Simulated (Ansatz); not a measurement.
# FeO: the cost of one run

Computed with Ansatz 0.2.0 (DFT PBEsol, scalar-relativistic, plane waves, PAW, unless a step's input says otherwise).

The COD entry's cell or inner coordinates are ideal or old and differ from later refinements, so a difference from it is no clean test against experiment.

2 further runs of the same task are left out: 2 set aside as unsound or not needed.

### Step 1. Starting point

It takes space group Fm-3m (No. 225, cubic). Conventional cell: a = 4.246 Å, b = 4.246 Å, c = 4.246 Å, α = 90.00°, β = 90.00°, γ = 90.00°. Around Fe (site symmetry m-3m) lie 6 O at 2.12 Å. O (site symmetry m-3m) has 6 Fe at 2.12 Å as nearest neighbours.

Structure file:

```cif
data_structure
_symmetry_space_group_name_H-M 'P 1'
_symmetry_Int_Tables_number 1
_cell_length_a 3.0023
_cell_length_b 3.0023
_cell_length_c 3.0023
_cell_angle_alpha 60.000
_cell_angle_beta 60.000
_cell_angle_gamma 60.000
_cell_volume 19.14
loop_
_atom_site_label
_atom_site_type_symbol
_atom_site_fract_x
_atom_site_fract_y
_atom_site_fract_z
_atom_site_occupancy
Fe1 Fe 0.00000 0.00000 0.00000 1
O1 O 0.50000 0.50000 0.50000 1
```

It is the result of an earlier relaxation at this level (volume 9.57 Å³/atom; gap on the mesh: none (metal), site moments up to 3.4 μB).

### Step 2. Static run: bands, density of states and charges

Contents of input.yaml:

```yaml
crystal:
  lattice:
    - [0.0, 2.122949033, 2.122949033]
    - [2.122949033, 0.0, 2.122949033]
    - [2.122949033, 2.122949033, 0.0]
  atoms:
    - { symbol: Fe, position: [0.0, 0.0, 0.0], spin: 3.76 }
    - { symbol: O, position: [0.5, 0.5, 0.5], spin: 0.37 }
basis:
  ecutwfc: 420
kpoints:
  mp_grid: { grid: [18, 18, 18] }
  band_path:
    path:
      - [[0.0, 0.0, 0.0], [0.5, 0.0, 0.5], [0.625, 0.25, 0.625]]
      - [[0.375, 0.375, 0.75], [0.0, 0.0, 0.0], [0.5, 0.5, 0.5], [0.5, 0.25, 0.75], [0.5, 0.0, 0.5]]
    npoints: 14
hamiltonian:
  xc: pbesol
scf:
  occupations: { method: gaussian, width: 0.1 }
  n_extra_bands: 6
output:
  forces: true
  stress: true
  eigenvalues: true
  populations: true
  dos: { projected: true, de: 0.02, nscf_kmesh: { grid: [27, 27, 27] } }
  bader: true
  write_density: true
  write_potential: true
  elf: true
  volumetric_format: npy
magnetization:
  spin_polarized: true
checkpoint:
  read: start.run
  write: ck
  compress: false
  write_wavefunctions: false
  write_every: 100000
```

Run with:

```
$ ansatz run input.yaml --threads 1 --pin off --max-ram 2560MiB --backend cpu --events-out ev --progress --plain --runs-dir out
```

What time and memory should one allow on 1 thread of Arm Neoverse V2, shared host?

About 26 s, with a peak of 0.4 GiB.
